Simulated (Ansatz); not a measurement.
# CH₂AlClO: one structure at several levels

Aim: energy, forces and dipole at a frame of a short trajectory, from CCSD(T) and from density functionals.

Computed with Ansatz 0.2.0, Gaussian basis. Level: single points in def2-TZVPP.

Correlated methods freeze the cores.

1 further run of the same task is left out (it didn't finish).

### Step 1. The system as given

SMILES `O=[CH][AlH][Cl]`, 6 atoms, charge 0, spin multiplicity 1.

Atoms are counted from 1 here; the program's logs count them from 0.

Bond lengths: O1–C2 1.224 Å, C2–Al3 2.018 Å, C2–H5 1.156 Å, Al3–Cl4 2.003 Å, Al3–H6 1.673 Å. Angles: O1–C2–Al3 107.7°, O1–C2–H5 120.4°, Al3–C2–H5 131.8°, C2–Al3–Cl4 117.0°, C2–Al3–H6 125.8°, Cl4–Al3–H6 117.1°.

As a file:

```xyz
6
CH2AlClO
O     0.9699   -1.3825   -0.5838
C     1.0029   -0.1720   -0.4062
Al   -0.7830    0.3867    0.3490
Cl   -2.1810   -1.0364    0.5275
H     1.9708    0.4238   -0.6145
H    -1.1728    1.9143    0.9095
```

### Step 2. PBE-D4/def2-TZVPP

Contents of run/in.yaml:

```yaml
crystal:
  periodic: [false, false, false]
  atoms:
    - {symbol: O, position_ang: [0.969864, -1.382506, -0.583824]}
    - {symbol: C, position_ang: [1.002850, -0.172021, -0.406248]}
    - {symbol: Al, position_ang: [-0.783024, 0.386705, 0.349031]}
    - {symbol: Cl, position_ang: [-2.180999, -1.036399, 0.527508]}
    - {symbol: H, position_ang: [1.970827, 0.423798, -0.614500]}
    - {symbol: H, position_ang: [-1.172822, 1.914291, 0.909476]}
basis:
  gaussian: {orbitals: def2-TZVPP}
hamiltonian: {xc: pbe, dispersion: d4}
output: {forces: true}
```

Run with:

```
$ ansatz run in.yaml --threads 2 --pin off --events-out ev --progress --plain --max-ram 3481MiB
```

### Step 3. r2SCAN-D4/def2-TZVPP

Edit run/in.yaml of step 2 so:

```diff
@@ -11,3 +11,3 @@
   gaussian: {orbitals: def2-TZVPP}
-hamiltonian: {xc: pbe, dispersion: d4}
+hamiltonian: {xc: r2scan, dispersion: d4}
 output: {forces: true}
```

### Step 4. PBE0-D4/def2-TZVPP

Edit run/in.yaml of step 3 so:

```diff
@@ -11,3 +11,3 @@
   gaussian: {orbitals: def2-TZVPP}
-hamiltonian: {xc: r2scan, dispersion: d4}
-output: {forces: true}
+hamiltonian: {xc: pbe0, dispersion: d4}
+output: {forces: true, orbitals: {seedname: orbitals}}
```

### Step 5. wB97M-V/def2-TZVPP

Edit run/in.yaml of step 4 so:

```diff
@@ -11,3 +11,3 @@
   gaussian: {orbitals: def2-TZVPP}
-hamiltonian: {xc: pbe0, dispersion: d4}
-output: {forces: true, orbitals: {seedname: orbitals}}
+hamiltonian: {xc: {name: wB97M-V}}
+output: {forces: true}
```

### Step 6. CCSD(T)/def2-TZVPP

Edit run/in.yaml of step 5 so:

```diff
@@ -11,3 +11,3 @@
   gaussian: {orbitals: def2-TZVPP}
-hamiltonian: {xc: {name: wB97M-V}}
+correlation: {method: ccsd_t}
 output: {forces: true}
```

(Steps that only read results are left out.)

Before running it: what results should come out? Wanted: energy less free atoms, CCSD(T)/def2-TZVPP; RMS force component; RMS force error; HOMO and LUMO, PBE0-D4; T1 diagnostic.

The runs gave:

| quantity | value |
| --- | --- |
| energy less free atoms, CCSD(T)/def2-TZVPP | -20.888 eV |
| RMS force component | 0.828 to 0.891 eV/Å over the methods |
| RMS force error | PBE-D4 0.190, r2SCAN-D4 0.302, PBE0-D4 0.438, wB97M-V 0.352 eV/Å |
| HOMO and LUMO, PBE0-D4 | -6.90 and -2.54 eV |
| T1 diagnostic | 0.014 |

**Reading.** Against CCSD(T) the functionals' energies less atoms differ by -1.251 to -0.574 eV, PBE-D4 by -1.251 eV. A larger basis would deepen the CCSD(T) value, while the functionals are nearly converged already, so the order here is not reliable. For forces PBE-D4 does best and PBE0-D4 worst. Frozen-core CCSD(T) forces in triple zeta carry basis errors of their own, and this is one geometry, so small gaps rank nothing.
